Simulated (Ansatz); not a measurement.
Predict the output of the script below (the Ansatz DFT code, driven from Python).

Script `c2h9gasi.py`:
```python
"""C2H9GaSi through the session interface."""

import ansatz as az

DECK = """
crystal:
  periodic: [false, false, false]
  atoms:
    - { symbol: C, position_ang: [-0.0999, 1.294, -1.1845] }
    - { symbol: Ga, position_ang: [-0.081, 0.2023, -0.0691] }
    - { symbol: C, position_ang: [0.9931, -0.1234, 1.4875] }
    - { symbol: Si, position_ang: [-0.7421, -1.4213, -0.4114] }
    - { symbol: H, position_ang: [-0.6766, 1.5423, -2.1654] }
    - { symbol: H, position_ang: [-0.5064, 2.052, -0.4125] }
    - { symbol: H, position_ang: [0.9696, 1.4774, -1.3389] }
    - { symbol: H, position_ang: [0.5592, 0.773, 1.9414] }
    - { symbol: H, position_ang: [1.2601, -0.8456, 2.3394] }
    - { symbol: H, position_ang: [1.97, 0.1988, 1.0354] }
    - { symbol: H, position_ang: [-1.2742, -1.6449, -1.7709] }
    - { symbol: H, position_ang: [-1.8967, -0.8504, 0.399] }
    - { symbol: H, position_ang: [-0.4545, -2.689, 0.1647] }
basis:
  gaussian: { orbitals: def2-SVP }
hamiltonian:
  xc: pbe
"""

session = az.Session.from_yaml(DECK)
summary = session.plan(threads=1).execute().report

print("reference energy %16.6f eV" % summary["reference_energy_ev"])
print("total energy     %16.6f eV" % summary["free_energy_ev"])
print("occupied orbitals outside the frozen core (up, down):", summary["n_occupied"], " frozen:", summary["n_frozen"], " virtual:", summary["n_virtual"])
symbols = ["C", "Ga", "C", "Si", "H", "H", "H", "H", "H", "H", "H", "H", "H"]
```

```console
$ python c2h9gasi.py
reference energy    -62441.409517 eV
total energy        -62441.409517 eV
occupied orbitals outside the frozen core (up, down): [33, 33]  frozen: 0  virtual: [90, 90]
```

These settings explore the input space; basis and method may be short of convergence. The geometry is a force-field or estimated start, not a minimum of this method, and the basis set is short of its limit. Hardware and time: 4.5 s on 1 thread of Arm Neoverse V1 (shared host), peak memory 0.21 GiB.

(Lines on the test bed's own set-up are left out of the output.)
